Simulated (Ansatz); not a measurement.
# CH5AlBCl: how energies converge with the basis set

One table from this session's results is given with a row withheld; the runs are named, their logs left out.

Program: Ansatz 0.2.0, Gaussian basis. Level of theory: one geometry, several basis sets. These are calculated values, not measurements.

The runs, in order: PBE0-D4/def2-SVP; ωB97M-V/def2-SVP; PBE0-D4/def2-QZVPP; ωB97M-V/def2-QZVPP; the functionals' def2-TZVPP values are taken from earlier runs.

### Structure used throughout

An earlier PBE0-D4 in a triple-zeta def2 set relaxation fixed the geometry.

SMILES `[AlH2][BH]CCl`, 9 atoms, charge 0, spin multiplicity 1.

Atoms are counted from 1 here; the program's logs count them from 0.

Bond lengths: Al1–B2 2.119 Å, Al1–H5 1.595 Å, Al1–H6 1.597 Å, B2–C3 1.566 Å, B2–H7 1.201 Å, C3–Cl4 1.824 Å, C3–H8 1.087 Å, C3–H9 1.086 Å. Angles: B2–Al1–H5 123.2°, B2–Al1–H6 120.2°, H5–Al1–H6 116.6°, Al1–B2–C3 126.0°, Al1–B2–H7 120.0°, C3–B2–H7 113.9°, B2–C3–Cl4 79.7°, B2–C3–H8 120.4°, B2–C3–H9 122.0°, Cl4–C3–H8 107.5°, Cl4–C3–H9 107.1°, H8–C3–H9 112.2°.

Coordinates:

```xyz
9
CH5AlBCl
Al   -0.5786    1.7003   -0.3640
B    -0.3121   -0.2134    0.5053
C     0.8878   -1.1856    0.2436
Cl   -0.3031   -1.7957   -0.9958
H    -1.1406    1.9192   -1.8401
H    -0.2407    3.0171    0.4745
H    -1.0935   -0.6149    1.3245
H     1.0930   -2.0025    0.9310
H     1.7764   -0.8709   -0.2963
```

Set-up of the first run:

File in.yaml:

```yaml
crystal:
  periodic: [false, false, false]
  atoms:
    - {symbol: Al, position_ang: [-0.578628, 1.700319, -0.363978]}
    - {symbol: B, position_ang: [-0.312112, -0.213431, 0.505338]}
    - {symbol: C, position_ang: [0.887811, -1.185568, 0.243605]}
    - {symbol: Cl, position_ang: [-0.303071, -1.795692, -0.995780]}
    - {symbol: H, position_ang: [-1.140598, 1.919185, -1.840053]}
    - {symbol: H, position_ang: [-0.240750, 3.017121, 0.474519]}
    - {symbol: H, position_ang: [-1.093518, -0.614882, 1.324531]}
    - {symbol: H, position_ang: [1.093009, -2.002468, 0.931004]}
    - {symbol: H, position_ang: [1.776357, -0.870884, -0.296287]}
basis:
  gaussian: {orbitals: def2-SVP}
hamiltonian: {xc: pbe0, dispersion: d4}
output: {orbitals: {seedname: orbitals}}
```

Command:

```
> ansatz run in.yaml --threads 2 --pin off --events-out ev --progress --plain --max-ram 4352MiB
```

Among the steps run: PBE0-D4 in def2-SVP; ωB97M-V in def2-SVP; PBE0-D4 in def2-QZVPP; ωB97M-V in def2-QZVPP.

One table of the session follows, with a row left open; its other results are not shown here.

It belongs to the step «Density functionals: the series». 

```
functional       basis  HOMO (eV)  LUMO (eV)
   PBE0-D4    def2-SVP      -7.10      -1.45
   PBE0-D4  def2-TZVPP      -7.13      -1.52
   PBE0-D4  def2-QZVPP          ?          ?
   ωB97M-V    def2-SVP      -9.18       0.23
   ωB97M-V  def2-TZVPP      -9.26       0.07
   ωB97M-V  def2-QZVPP      -9.27      -0.11
```

Estimate the missing values for PBE0-D4, def2-QZVPP.

As computed: HOMO (eV): -7.14; LUMO (eV): -1.56. In the column «HOMO (eV)» it lies between ωB97M-V, def2-SVP (-9.18) and PBE0-D4, def2-TZVPP (-7.13).
